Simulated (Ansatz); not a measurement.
# CH₆GeS: single points with varied inputs

How do the results and run time of CH₆GeS respond when the settings are drawn wide?

The runs use Ansatz 0.2.0, Gaussian basis; the settings change from run to run.

## (1) The relaxed structure

An earlier PBE0-D4 in a triple-zeta def2 set relaxation fixed the geometry.

SMILES `C[S][GeH3]`, 9 atoms, charge 0, spin multiplicity 1.

Atoms are counted from 1 here; the program's logs count them from 0.

Bond lengths: C1–S2 1.813 Å, C1–H4 1.090 Å, C1–H5 1.090 Å, C1–H6 1.090 Å, S2–Ge3 2.212 Å, Ge3–H7 1.533 Å, Ge3–H8 1.540 Å, Ge3–H9 1.540 Å. Angles: S2–C1–H4 111.3°, S2–C1–H5 106.7°, S2–C1–H6 111.3°, H4–C1–H5 108.7°, H4–C1–H6 109.9°, H5–C1–H6 108.7°, C1–S2–Ge3 99.2°, S2–Ge3–H7 106.6°, S2–Ge3–H8 109.9°, S2–Ge3–H9 109.9°, H7–Ge3–H8 110.8°, H7–Ge3–H9 110.7°, H8–Ge3–H9 108.9°.

## (2) BLYP/x2c-TZVPPall

This run has unrestricted orbitals, coordinates scaled by 1.05, D3(BJ) with three-body dispersion.

in.yaml reads:

```yaml
crystal:
  periodic: [false, false, false]
  atoms:
    - {symbol: C, position_ang: [-0.767942, 1.086375, -0.928991]}
    - {symbol: S, position_ang: [1.045554, 0.517656, -0.813885]}
    - {symbol: Ge, position_ang: [0.832835, -1.061070, 0.876117]}
    - {symbol: H, position_ang: [-1.457824, 0.221760, -1.224592]}
    - {symbol: H, position_ang: [-0.810554, 1.886120, -1.746591]}
    - {symbol: H, position_ang: [-1.122973, 1.549060, 0.056274]}
    - {symbol: H, position_ang: [2.301666, -1.672574, 1.121872]}
    - {symbol: H, position_ang: [-0.200852, -2.218280, 0.421704]}
    - {symbol: H, position_ang: [0.273013, -0.357765, 2.220034]}
basis:
  gaussian: {orbitals: x2c-TZVPPall}
magnetization: {spin_polarized: true, initial_magnetization: 0}
hamiltonian: {xc: {name: BLYP}, dispersion: d3bjatm}
output: {forces: true}
```

Command:

```bash
$ ansatz run in.yaml --threads 2 --pin off --events-out ev --progress --plain --max-ram 32768MiB --backend cpu
```

What it wrote (excerpt; [...] marks lines left out):

```text
Functional definition: BLYP
  name "BLYP"
  cite "Becke, Phys. Rev. A 38, 3098 (1988) doi:10.1103/PhysRevA.38.3098"
  cite "Lee, Yang & Parr, Phys. Rev. B 37, 785 (1988) doi:10.1103/PhysRevB.37.785"
[...]
1206 factors; their error is unknown
[...]
mean field -69114.37362777 eV, -2539.9063834157 hartree, gradient 2.8e-5 eV, S^2 0.000000; 0 other end points of the search recorded, 0 dependent functions left out
[...]
reference -69114.37399545 eV, -2539.9063969275 hartree; 30, 30 occupied and 175, 175 virtual orbitals, 1206 factors
Total energy: -69114.76570492 eV, -2539.9207919850 hartree
Relativity: scalar
Atom 0 at    -0.767942     1.086375    -0.928991 Å, force    -0.657736     0.240638    -0.077572 eV/Å
Atom 1 at     1.045554     0.517656    -0.813885 Å, force    -0.871412    -0.217023     0.452195 eV/Å
Atom 2 at     0.832835    -1.061070     0.876117 Å, force    -0.049104    -0.088219     0.103954 eV/Å
Atom 3 at    -1.457824     0.221760    -1.224592 Å, force     0.902502     1.044435     0.380679 eV/Å
Atom 4 at    -0.810554     1.886120    -1.746591 Å, force     0.128245    -1.003664     1.006576 eV/Å
Atom 5 at    -1.122973     1.549060     0.056274 Å, force     0.487940    -0.599222    -1.205438 eV/Å
Atom 6 at     2.301666    -1.672574     1.121872 Å, force    -0.859204     0.369348    -0.155740 eV/Å
Atom 7 at    -0.200852    -2.218280     0.421704 Å, force     0.595017     0.659171     0.262262 eV/Å
Atom 8 at     0.273013    -0.357765     2.220034 Å, force     0.323752    -0.405464    -0.766916 eV/Å
Dipole moment:    -0.250197    -0.018658     0.084644 e Å
```

Run time: 6 s. Hardware: 2 threads, shared host.

Largest force 1.432 eV/Å, dipole 1.27 D, ⟨S²⟩ 0.000.

## (3) PBEsol/6-31G

Set apart from the defaults: unrestricted orbitals, atoms shaken by 0.08 Å, D4 dispersion.

in.yaml reads:

```yaml
crystal:
  periodic: [false, false, false]
  atoms:
    - {symbol: C, position_ang: [-0.697938, 1.080158, -0.756447]}
    - {symbol: S, position_ang: [1.040316, 0.419586, -0.711030]}
    - {symbol: Ge, position_ang: [0.740067, -0.987383, 0.834491]}
    - {symbol: H, position_ang: [-1.361316, 0.415151, -1.127579]}
    - {symbol: H, position_ang: [-0.694412, 1.781162, -1.693465]}
    - {symbol: H, position_ang: [-1.129601, 1.470251, -0.004869]}
    - {symbol: H, position_ang: [2.238040, -1.692372, 1.032965]}
    - {symbol: H, position_ang: [-0.262336, -2.019529, 0.293041]}
    - {symbol: H, position_ang: [0.193791, -0.298245, 2.060469]}
basis:
  gaussian: {orbitals: 6-31G}
magnetization: {spin_polarized: true, initial_magnetization: 0}
hamiltonian: {xc: {name: PBEsol}, dispersion: d4}
```

Launched as before.

What it wrote:

```text
Functional definition: PBEsol
  name "PBEsol"
  cite "Perdew et al., Phys. Rev. Lett. 100, 136406 (2008) doi:10.1103/PhysRevLett.100.136406"
  cite "Perdew, Burke & Ernzerhof, Phys. Rev. Lett. 77, 3865 (1996) doi:10.1103/PhysRevLett.77.3865"
  parent pbesol
  exchange = pbesol_x
  correlation = pbesol_c
711 factors; integrals over basis functions are off by at most 4.1e-4 eV
mean field evaluation 1: about -68393.3256 eV, gradient 3.1e1 eV
mean field evaluation 2: about -68388.2226 eV, gradient 4.1e1 eV
mean field evaluation 4: about -68397.6949 eV, gradient 1.7e0 eV
mean field evaluation 8: about -68397.6963 eV, gradient 8.4e-3 eV
mean field -68397.69627075 eV, -2513.5689763265 hartree, gradient 3.9e-5 eV, S^2 0.000000; 0 other end points of the search recorded, 0 dependent functions left out
reference -68397.69630560 eV, -2513.5689776071 hartree; 30, 30 occupied and 33, 33 virtual orbitals, 711 factors
Total energy: -68397.75411612 eV, -2513.5711021044 hartree
```

Run time: 2 s. Hardware: 2 threads, shared host.

⟨S²⟩ 0.000.

## (4) SPW92/cc-pVTZ-DK

Options: atoms shaken by 0.03 Å.

in.yaml reads:

```yaml
crystal:
  periodic: [false, false, false]
  atoms:
    - {symbol: C, position_ang: [-0.762233, 1.072494, -0.850926]}
    - {symbol: S, position_ang: [1.013327, 0.463969, -0.755071]}
    - {symbol: Ge, position_ang: [0.825766, -1.052703, 0.850713]}
    - {symbol: H, position_ang: [-1.383922, 0.191481, -1.221377]}
    - {symbol: H, position_ang: [-0.757910, 1.841064, -1.631684]}
    - {symbol: H, position_ang: [-1.077578, 1.481683, 0.018989]}
    - {symbol: H, position_ang: [2.197589, -1.590701, 1.105327]}
    - {symbol: H, position_ang: [-0.203200, -2.105003, 0.381335]}
    - {symbol: H, position_ang: [0.270649, -0.352327, 2.108076]}
basis:
  gaussian: {orbitals: cc-pVTZ-DK}
hamiltonian: {xc: {name: SPW92}}
output: {forces: true}
```

Same command.

What it wrote (excerpt; [...] marks lines left out):

```text
Functional definition: SPW92
  name "SPW92"
  cite "Dirac, Proc. Camb. Phil. Soc. 26, 376 (1930) doi:10.1017/S0305004100016108"
  cite "Slater, Phys. Rev. 81, 385 (1951) doi:10.1103/PhysRev.81.385"
  cite "Perdew & Wang, Phys. Rev. B 45, 13244 (1992) doi:10.1103/PhysRevB.45.13244"
[...]
1168 factors; their error is unknown
[...]
mean field -68974.36134224 eV, -2534.7610268260 hartree, gradient 2.8e-5 eV, S^2 0.000000; 0 other end points of the search recorded, 0 dependent functions left out
[...]
reference -68974.36137884 eV, -2534.7610281710 hartree; 30, 30 occupied and 161, 161 virtual orbitals, 1168 factors
Total energy: -68974.36137884 eV, -2534.7610281710 hartree
Relativity: scalar
Atom 0 at    -0.762233     1.072494    -0.850926 Å, force     1.575346    -2.807585    -3.518091 eV/Å
Atom 1 at     1.013327     0.463969    -0.755071 Å, force    -0.750096     0.384838     0.099630 eV/Å
Atom 2 at     0.825766    -1.052703     0.850713 Å, force    -0.897274     0.523633    -0.212909 eV/Å
Atom 3 at    -1.383922     0.191481    -1.221377 Å, force     0.412268     1.027853     0.569499 eV/Å
Atom 4 at    -0.757910     1.841064    -1.631684 Å, force     0.046225     0.031514    -0.112496 eV/Å
Atom 5 at    -1.077578     1.481683     0.018989 Å, force    -1.095744     1.178960     3.109504 eV/Å
Atom 6 at     2.197589    -1.590701     1.105327 Å, force     0.459935    -0.249280     0.021464 eV/Å
Atom 7 at    -0.203200    -2.105003     0.381335 Å, force     0.193961     0.013292     0.105897 eV/Å
Atom 8 at     0.270649    -0.352327     2.108076 Å, force     0.055379    -0.103226    -0.062498 eV/Å
Dipole moment:    -0.262168    -0.040463     0.105975 e Å
```

It took 3.8 s on 2 threads, shared host.

Largest force 4.769 eV/Å, dipole 1.37 D.

## (5) SPW92/pcseg-2

This run has atoms shaken by 0.03 Å, high accuracy.

in.yaml reads:

```yaml
crystal:
  periodic: [false, false, false]
  atoms:
    - {symbol: C, position_ang: [-0.714500, 1.036027, -0.840746]}
    - {symbol: S, position_ang: [1.004649, 0.484676, -0.778330]}
    - {symbol: Ge, position_ang: [0.782397, -1.000342, 0.866644]}
    - {symbol: H, position_ang: [-1.344995, 0.249684, -1.138622]}
    - {symbol: H, position_ang: [-0.823856, 1.861072, -1.696915]}
    - {symbol: H, position_ang: [-1.108536, 1.469959, 0.096389]}
    - {symbol: H, position_ang: [2.235035, -1.637040, 1.097550]}
    - {symbol: H, position_ang: [-0.157379, -2.038892, 0.403429]}
    - {symbol: H, position_ang: [0.294465, -0.339119, 2.099934]}
basis:
  gaussian: {orbitals: pcseg-2}
hamiltonian: {xc: {name: SPW92}}
accuracy: high
```

Launched as before.

What it wrote:

```text
Functional definition: SPW92
  name "SPW92"
  cite "Dirac, Proc. Camb. Phil. Soc. 26, 376 (1930) doi:10.1017/S0305004100016108"
  cite "Slater, Phys. Rev. 81, 385 (1951) doi:10.1103/PhysRev.81.385"
  cite "Perdew & Wang, Phys. Rev. B 45, 13244 (1992) doi:10.1103/PhysRevB.45.13244"
  exchange = slater_x
  correlation = pw_c
3377 factors; integrals over basis functions are off by at most 7.9e-9 eV
mean field evaluation 1: about -68348.1215 eV, gradient 6.2e1 eV
mean field evaluation 2: about -68333.5078 eV, gradient 8.9e1 eV
mean field evaluation 4: about -68356.5079 eV, gradient 4.8e0 eV
mean field evaluation 8: about -68356.5626 eV, gradient 6.1e-1 eV
mean field evaluation 16: about -68356.5634 eV, gradient 1.0e-4 eV
mean field -68356.56340249 eV, -2512.0573712987 hartree, gradient 4.3e-8 eV, S^2 0.000000; 0 other end points of the search recorded, 0 dependent functions left out
reference -68356.56340671 eV, -2512.0573714537 hartree; 30, 30 occupied and 161, 161 virtual orbitals, 3377 factors
Total energy: -68356.56340671 eV, -2512.0573714537 hartree
```

Wall time 13 s (2 threads, shared host); peak memory 0.83 GiB.

## (6) BHLYP/STO-3G

in.yaml reads:

```yaml
crystal:
  periodic: [false, false, false]
  atoms:
    - {symbol: C, position_ang: [-0.731374, 1.034642, -0.884754]}
    - {symbol: S, position_ang: [0.995766, 0.493006, -0.775129]}
    - {symbol: Ge, position_ang: [0.793176, -1.010543, 0.834397]}
    - {symbol: H, position_ang: [-1.388404, 0.211200, -1.166278]}
    - {symbol: H, position_ang: [-0.771957, 1.796305, -1.663420]}
    - {symbol: H, position_ang: [-1.069498, 1.475295, 0.053594]}
    - {symbol: H, position_ang: [2.192063, -1.592928, 1.068449]}
    - {symbol: H, position_ang: [-0.191287, -2.112648, 0.401623]}
    - {symbol: H, position_ang: [0.260013, -0.340729, 2.114318]}
basis:
  gaussian: {orbitals: STO-3G}
hamiltonian: {xc: {name: BHLYP}}
```

Same command.

What it wrote:

```text
Functional definition: BHLYP
  name "BHLYP"
  cite "Becke, J. Chem. Phys. 98, 1372 (1993) doi:10.1063/1.464304"
  cite "Becke, Phys. Rev. A 38, 3098 (1988) doi:10.1103/PhysRevA.38.3098"
  cite "Lee, Yang & Parr, Phys. Rev. B 37, 785 (1988) doi:10.1103/PhysRevB.37.785"
  parameter a = 0.5
  exchange = (1 - a)*b88_x + a*exact_x
  correlation = lyp_c
429 factors; integrals over basis functions are off by at most 3.6e-5 eV
mean field evaluation 1: about -67705.4028 eV, gradient 1.2e1 eV
mean field evaluation 2: about -67705.8852 eV, gradient 6.5e0 eV
mean field evaluation 4: about -67706.0345 eV, gradient 2.7e-1 eV
mean field evaluation 8: about -67706.0383 eV, gradient 4.6e-4 eV
mean field -67706.03829036 eV, -2488.1510143697 hartree, gradient 7.4e-5 eV, S^2 0.000000; 0 other end points of the search recorded, 0 dependent functions left out
reference -67706.03841161 eV, -2488.1510188257 hartree; 30, 30 occupied and 8, 8 virtual orbitals, 429 factors
Total energy: -67706.03841161 eV, -2488.1510188257 hartree
```

Run time: 0.81 s. Hardware: 2 threads, shared host.

## (7) wPBEh/x2c-TZVPPall

Options: atoms shaken by 0.03 Å, high accuracy.

in.yaml reads:

```yaml
crystal:
  periodic: [false, false, false]
  atoms:
    - {symbol: C, position_ang: [-0.807755, 0.993064, -0.895627]}
    - {symbol: S, position_ang: [0.964129, 0.520589, -0.752654]}
    - {symbol: Ge, position_ang: [0.801934, -0.995383, 0.829193]}
    - {symbol: H, position_ang: [-1.438105, 0.194329, -1.188341]}
    - {symbol: H, position_ang: [-0.756119, 1.803491, -1.705184]}
    - {symbol: H, position_ang: [-1.075413, 1.433833, 0.099712]}
    - {symbol: H, position_ang: [2.218358, -1.594296, 1.050040]}
    - {symbol: H, position_ang: [-0.186513, -2.159763, 0.440549]}
    - {symbol: H, position_ang: [0.220273, -0.311351, 2.103900]}
basis:
  gaussian: {orbitals: x2c-TZVPPall}
hamiltonian: {xc: {name: wPBEh}}
accuracy: high
output: {forces: true}
```

Launched as before.

What it wrote (excerpt; [...] marks lines left out):

```text
Functional definition: wPBEh
  name "wPBEh"
  cite "Heyd, Scuseria & Ernzerhof, J. Chem. Phys. 118, 8207 (2003) doi:10.1063/1.1564060"
  cite "Krukau, Vydrov, Izmaylov & Scuseria, J. Chem. Phys. 125, 224106 (2006) doi:10.1063/1.2404663"
  cite "Heyd & Scuseria, J. Chem. Phys. 120, 7274 (2004) doi:10.1063/1.1668634"
  cite "Ernzerhof & Perdew, J. Chem. Phys. 109, 3313 (1998) doi:10.1063/1.476928"
  cite "Perdew, Burke & Ernzerhof, Phys. Rev. Lett. 77, 3865 (1996) doi:10.1103/PhysRevLett.77.3865"
  parent pbe
[...]
3553 factors; integrals over basis functions are off by at most 1.9e-8 eV
108 factors; integrals over basis functions are off by at most 1.7e-9 eV
[...]
mean field -69101.10768395 eV, -2539.4188689722 hartree, gradient 7.5e-8 eV, S^2 0.000000; 0 other end points of the search recorded, 0 dependent functions left out
[...]
Total energy: -69101.10768777 eV, -2539.4188691125 hartree
Relativity: scalar
Atom 0 at    -0.807755     0.993064    -0.895627 Å, force     1.510700     2.427635     0.229659 eV/Å
Atom 1 at     0.964129     0.520589    -0.752654 Å, force    -0.235124    -0.182633    -0.306935 eV/Å
Atom 2 at     0.801934    -0.995383     0.829193 Å, force    -0.238216    -0.586694     0.362102 eV/Å
Atom 3 at    -1.438105     0.194329    -1.188341 Å, force    -0.578018    -0.767204    -0.260430 eV/Å
Atom 4 at    -0.756119     1.803491    -1.705184 Å, force    -0.483861    -1.103335     1.252304 eV/Å
Atom 5 at    -1.075413     1.433833     0.099712 Å, force    -0.205626    -0.300580    -1.101369 eV/Å
Atom 6 at     2.218358    -1.594296     1.050040 Å, force    -0.375738     0.238567     0.006398 eV/Å
Atom 7 at    -0.186513    -2.159763     0.440549 Å, force     0.377983     0.482038     0.063530 eV/Å
Atom 8 at     0.220273    -0.311351     2.103900 Å, force     0.227902    -0.207793    -0.245261 eV/Å
Dipole moment:    -0.264076     0.001842     0.060135 e Å
```

It took 31 s on 2 threads, shared host; peak memory 1.2 GiB.

Largest force 2.869 eV/Å, dipole 1.30 D.

## (8) CCSD(T)/def2-SVP

This run has relativity set to scalar.

in.yaml reads:

```yaml
crystal:
  periodic: [false, false, false]
  atoms:
    - {symbol: C, position_ang: [-0.731374, 1.034642, -0.884754]}
    - {symbol: S, position_ang: [0.995766, 0.493006, -0.775129]}
    - {symbol: Ge, position_ang: [0.793176, -1.010543, 0.834397]}
    - {symbol: H, position_ang: [-1.388404, 0.211200, -1.166278]}
    - {symbol: H, position_ang: [-0.771957, 1.796305, -1.663420]}
    - {symbol: H, position_ang: [-1.069498, 1.475295, 0.053594]}
    - {symbol: H, position_ang: [2.192063, -1.592928, 1.068449]}
    - {symbol: H, position_ang: [-0.191287, -2.112648, 0.401623]}
    - {symbol: H, position_ang: [0.260013, -0.340729, 2.114318]}
basis:
  gaussian: {orbitals: def2-SVP}
hamiltonian: {xc: {name: HF}, pseudopotentials: {relativity: scalar}}
correlation: {method: ccsd_t}
```

Launched as before.

What it wrote (excerpt; [...] marks lines left out):

```text
Functional definition: HF
  name "HF"
  cite "Fock, Z. Phys. 61, 126 (1930) doi:10.1007/BF01340294"
  parent pbe
[...]
928 factors; integrals over basis functions are off by at most 1.3e-3 eV
[...]
mean field -68898.08798016 eV, -2531.9580324695 hartree, gradient 2.7e-6 eV, S^2 0.000000; 0 other end points of the search recorded, 0 dependent functions left out
15 core orbitals not correlated: weight in the atoms' cores, before any rotation towards them, 1.000 or more for the frozen orbitals, at most 0.000 for the correlated occupied ones
reference -68898.08798016 eV, -2531.9580324695 hartree; 15, 15 occupied and 64, 64 virtual orbitals, 928 factors
second order -14.01790037 eV of doubles, -0.00000000 eV of singles
cycle   1  -14.55883526 eV  change   -5.4e-1 eV  update   8.7e-2
[...]
cycle   8  -15.09822847 eV  change   -6.4e-6 eV  update   2.1e-5
perturbative correction -0.43424927 eV, -0.0159583664 hartree
Total energy: -68913.62045790 eV, -2532.5288404983 hartree
Relativity: scalar
```

Run time: 8 s. Hardware: 2 threads, shared host.

T1 0.009.

## (9) HSE06/def2-mTZVP

Set apart from the defaults: a point charge of 2.00 e beside it.

in.yaml, as its differences from that of step 8:

```diff
@@ -13,4 +13,4 @@
 basis:
-  gaussian: {orbitals: def2-SVP}
-hamiltonian: {xc: {name: HF}, pseudopotentials: {relativity: scalar}}
-correlation: {method: ccsd_t}
+  gaussian: {orbitals: def2-mTZVP, point_charges: [{charge: 2.00, position_ang: [6.562, 0.948, 0.340]}]}
+hamiltonian: {xc: {name: HSE06}}
+output: {forces: true}
```

Same command.

What it wrote (excerpt; [...] marks lines left out):

```text
Functional definition: HSE06
  name "HSE06"
  cite "Heyd, Scuseria & Ernzerhof, J. Chem. Phys. 118, 8207 (2003) doi:10.1063/1.1564060"
  cite "Krukau, Vydrov, Izmaylov & Scuseria, J. Chem. Phys. 125, 224106 (2006) doi:10.1063/1.2404663"
  cite "Heyd & Scuseria, J. Chem. Phys. 120, 7274 (2004) doi:10.1063/1.1668634"
  cite "Ernzerhof & Perdew, J. Chem. Phys. 109, 3313 (1998) doi:10.1063/1.476928"
  cite "Perdew, Burke & Ernzerhof, Phys. Rev. Lett. 77, 3865 (1996) doi:10.1103/PhysRevLett.77.3865"
  parent pbe
[...]
  # The whole range is PBE's own exchange, as in plane waves. The composition of these papers is wPBEh.
[...]
925 factors; integrals over basis functions are off by at most 1.1e-3 eV
108 factors; integrals over basis functions are off by at most 3.6e-7 eV
[...]
Total energy: -68476.87591698 eV, -2516.4787746555 hartree
Atom 0 at    -0.731374     1.034642    -0.884754 Å, force    -0.325233     0.208029    -0.034569 eV/Å
Atom 1 at     0.995766     0.493006    -0.775129 Å, force     0.542659    -0.012222    -0.034254 eV/Å
Atom 2 at     0.793176    -1.010543     0.834397 Å, force    -0.641069    -0.220496     0.139784 eV/Å
Atom 3 at    -1.388404     0.211200    -1.166278 Å, force     0.069374     0.025046    -0.010270 eV/Å
Atom 4 at    -0.771957     1.796305    -1.663420 Å, force    -0.036686    -0.035896     0.022176 eV/Å
Atom 5 at    -1.069498     1.475295     0.053594 Å, force     0.008006    -0.007359    -0.045971 eV/Å
Atom 6 at     2.192063    -1.592928     1.068449 Å, force     0.270687     0.006021     0.004887 eV/Å
Atom 7 at    -0.191287    -2.112648     0.401623 Å, force     0.145431     0.027496    -0.000631 eV/Å
Atom 8 at     0.260013    -0.340729     2.114318 Å, force     0.129123     0.020304     0.001735 eV/Å
Dipole moment:    -0.726970    -0.060907     0.100245 e Å
```

It took 3.3 s on 2 threads, shared host.

Largest force 0.692 eV/Å, dipole 3.54 D.

## (10) PBEsol/def2-mTZVPP

Set apart from the defaults: D4 dispersion.

in.yaml, as its differences from that of step 9:

```diff
@@ -13,4 +13,3 @@
 basis:
-  gaussian: {orbitals: def2-mTZVP, point_charges: [{charge: 2.00, position_ang: [6.562, 0.948, 0.340]}]}
-hamiltonian: {xc: {name: HSE06}}
-output: {forces: true}
+  gaussian: {orbitals: def2-mTZVPP}
+hamiltonian: {xc: {name: PBEsol}, dispersion: d4}
```

Launched as before.

What it wrote:

```text
Functional definition: PBEsol
  name "PBEsol"
  cite "Perdew et al., Phys. Rev. Lett. 100, 136406 (2008) doi:10.1103/PhysRevLett.100.136406"
  cite "Perdew, Burke & Ernzerhof, Phys. Rev. Lett. 77, 3865 (1996) doi:10.1103/PhysRevLett.77.3865"
  parent pbesol
  exchange = pbesol_x
  correlation = pbesol_c
1123 factors; their error is unknown
mean field evaluation 1: about -68405.2354 eV, gradient 5.3e1 eV
mean field evaluation 2: about -68396.2976 eV, gradient 7.7e1 eV
mean field evaluation 4: about -68410.8953 eV, gradient 3.3e0 eV
mean field evaluation 8: about -68410.9040 eV, gradient 1.5e-1 eV
mean field evaluation 16: about -68410.9041 eV, gradient 4.6e-5 eV
mean field -68410.90408638 eV, -2514.0543545982 hartree, gradient 4.6e-5 eV, S^2 0.000000; 0 other end points of the search recorded, 0 dependent functions left out
reference -68410.90412010 eV, -2514.0543558373 hartree; 30, 30 occupied and 82, 82 virtual orbitals, 1123 factors
Total energy: -68410.96151556 eV, -2514.0564650815 hartree
```

Run time: 1.9 s. Hardware: 2 threads, shared host.

## (11) All runs side by side

| level | charge | multiplicity | geometry | functions | energy (eV) | time |
| --- | --- | --- | --- | --- | --- | --- |
| BLYP/x2c-TZVPPall | 0 | 1 | scaled | 205 | -69114.766 | 6 s |
| PBEsol/6-31G | 0 | 1 | shaken | 63 | -68397.754 | 2 s |
| SPW92/cc-pVTZ-DK | 0 | 1 | shaken | 191 | -68974.361 | 3.8 s |
| SPW92/pcseg-2 | 0 | 1 | shaken | 191 | -68356.563 | 13 s |
| BHLYP/STO-3G | 0 | 1 | relaxed | 38 | -67706.038 | 0.81 s |
| wPBEh/x2c-TZVPPall | 0 | 1 | shaken | 205 | -69101.108 | 31 s |
| CCSD(T)/def2-SVP | 0 | 1 | relaxed | 94 | -68913.620 | 8 s |
| HSE06/def2-mTZVP | 0 | 1 | relaxed, point charge | 95 | -68476.876 | 3.3 s |
| PBEsol/def2-mTZVPP | 0 | 1 | relaxed | 112 | -68410.962 | 1.9 s |

## (12) What came out

```
                                         quantity                     value
                                             runs                         9
                                         quickest      BHLYP/STO-3G, 0.81 s
                                          slowest  wPBEh/x2c-TZVPPall, 31 s
spread of total energies, same state and geometry                 1207.6 eV
```

What this shows: wPBEh/x2c-TZVPPall took 38 times as long as BHLYP/STO-3G. The jobs differ in tasks and options as well as level. Total energies at one charge and spin differ by 1208 eV between levels, so only differences within one level mean anything. Some of these runs are scalar-relativistic and others not, which shifts the totals of all-electron atoms past neon by eV; core potentials, where a basis has them, take the core out of the total altogether.
